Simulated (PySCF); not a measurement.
# C5H5Bi (Bi(Cp)2+): the cost of one run

Method: PBE0, Bi def2-SVP with ECP60, C def2-SVP, H def2-SVP; scalar-relativistic core potentials, no spin–orbit coupling; program: PySCF 2.14.0.

1 further run of the same task is left out (for a known fault of the program).

### 1 The starting structure

11 atoms, charge 2, spin multiplicity 1.

Bond lengths: Bi1–C2 2.420 Å, Bi1–C3 2.420 Å, Bi1–C4 2.420 Å, Bi1–C5 2.420 Å, Bi1–C6 2.420 Å, C2–C3 1.422 Å, C2–C6 1.422 Å, C2–H7 1.091 Å, C3–C4 1.422 Å, C3–H8 1.091 Å, C4–C5 1.422 Å, C4–H9 1.091 Å, C5–C6 1.422 Å, C5–H10 1.091 Å, C6–H11 1.091 Å. Angles: C2–Bi1–C3 34.2°, C2–Bi1–C4 56.8°, C2–Bi1–C5 56.8°, C2–Bi1–C6 34.2°, C3–Bi1–C4 34.2°, C3–Bi1–C5 56.8°, C3–Bi1–C6 56.8°, C4–Bi1–C5 34.2°, C4–Bi1–C6 56.8°, C5–Bi1–C6 34.2°, Bi1–C2–C3 72.9°, Bi1–C2–C6 72.9°, Bi1–C2–H7 122.6°, C3–C2–C6 108.0°, C3–C2–H7 126.0°, C6–C2–H7 126.0°, Bi1–C3–C2 72.9°, Bi1–C3–C4 72.9° and more.

Geometry (Å):

```xyz
11

Bi    0.00000    0.00000    0.00000
C     1.21000    0.00000    2.09580
C     0.37390    1.15080    2.09580
C    -0.97890    0.71120    2.09580
C    -0.97890   -0.71120    2.09580
C     0.37390   -1.15080    2.09580
H     2.30000    0.00000    2.14580
H     0.71070    2.18740    2.14580
H    -1.86070    1.35190    2.14580
H    -1.86070   -1.35190    2.14580
H     0.71070   -2.18740    2.14580
```

Formal oxidation states: Bi +3. Ligands: Cp is cyclopentadienyl.

### 2 SCF at the start, singlet

Contents of run.py (the lines that set the calculation):

```python
mol = gto.M(atom='''
Bi     0.00000     0.00000     0.00000
C      1.21000     0.00000     2.09580
C      0.37390     1.15080     2.09580
C     -0.97890     0.71120     2.09580
C     -0.97890    -0.71120     2.09580
C      0.37390    -1.15080     2.09580
H      2.30000     0.00000     2.14580
H      0.71070     2.18740     2.14580
H     -1.86070     1.35190     2.14580
H     -1.86070    -1.35190     2.14580
H      0.71070    -2.18740     2.14580''',
    basis={'Bi': 'def2-SVP', 'C': 'def2-SVP', 'H': 'def2-SVP'},
    ecp={'Bi': 'def2-SVP'},
    charge=2, spin=0)
mf = dft.RKS(mol, xc='PBE0')
mf.grids.atom_grid = (50, 194)
mf = mf.density_fit()  # fitting sets: Bi def2-universal-JKFIT, C def2-universal-JKFIT, H def2-universal-JKFIT
mf.conv_tol = 1e-08; mf.max_cycle = 55
mf.kernel(dm0)  # dm0: free metal ions and neutral atoms
```

Launch:

```
$ OMP_NUM_THREADS=2 python run.py
```

**Question.** How long does this run take on 2 threads of Arm Neoverse V1, shared host, and how much memory does it need?

About 3.1 s, with a peak of 0.69 GiB.
